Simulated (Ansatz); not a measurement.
# Na3S2: the cost of one run

Computed with Ansatz 0.2.0 (DFT PBE, scalar-relativistic, plane waves, PAW, unless a step's input says otherwise).

## (1) The starting structure

It takes space group P-3m1 (No. 164, trigonal). The conventional cell has a = 4.229 Å, b = 4.229 Å, c = 6.580 Å, α = 90.00°, β = 90.00°, γ = 120.00°. Na (site symmetry -3m) is surrounded by 6 S at 2.93 Å. Na (site symmetry 3m) has 4 S at 2.55 to 2.63 Å as nearest neighbours. S (site symmetry 3m) is surrounded by 7 Na at 2.55 to 2.93 Å.

Structure file:

```cif
data_structure
_symmetry_space_group_name_H-M 'P 1'
_symmetry_Int_Tables_number 1
_cell_length_a 4.2291
_cell_length_b 4.2291
_cell_length_c 6.5798
_cell_angle_alpha 90.000
_cell_angle_beta 90.000
_cell_angle_gamma 120.000
_cell_volume 101.92
loop_
_atom_site_label
_atom_site_type_symbol
_atom_site_fract_x
_atom_site_fract_y
_atom_site_fract_z
_atom_site_occupancy
Na1 Na 0.00000 0.00000 0.00000 1
Na2 Na 0.33333 0.66667 0.64500 1
Na3 Na 0.66667 0.33333 0.35500 1
S1 S 0.33333 0.66667 0.24500 1
S2 S 0.66667 0.33333 0.75500 1
```

(A quick probe on a coarse mesh, which set the mesh and smearing, is not shown.)

## (3) A loose first relaxation

input.yaml

```yaml
crystal:
  lattice:
    - [4.2291271816, 0.0, 0.0]
    - [-2.1145635908, 3.6625315751, 0.0]
    - [0.0, 0.0, 6.5798349297]
  atoms:
    - { symbol: Na, position: [0.0, 0.0, 0.0] }
    - { symbol: Na, position: [0.3333333333, 0.6666666667, 0.645] }
    - { symbol: Na, position: [0.6666666667, 0.3333333333, 0.355] }
    - { symbol: S, position: [0.3333333333, 0.6666666667, 0.245] }
    - { symbol: S, position: [0.6666666667, 0.3333333333, 0.755] }
basis:
  ecutwfc: 420
kpoints:
  mp_grid: { grid: [6, 6, 4] }
hamiltonian:
  xc: pbe
scf:
  occupations: { method: gaussian, width: 0.1 }
  lower_state_search: "off"
output:
  forces: true
  stress: true
  eigenvalues: true
relax:
  adjacent_minimum: "off"
  f_tol: 0.04
  max_steps: 70
  cell: { stress_tol: 0.4 }
```

The run is started by

```
$ ansatz run input.yaml --threads 1 --pin off --max-ram 2560MiB --backend cpu --events-out ev --progress --plain --runs-dir out
```

What time and memory should one allow on 1 thread of Arm Neoverse V1, shared host?

About 26 s, with a peak of 0.37 GiB.
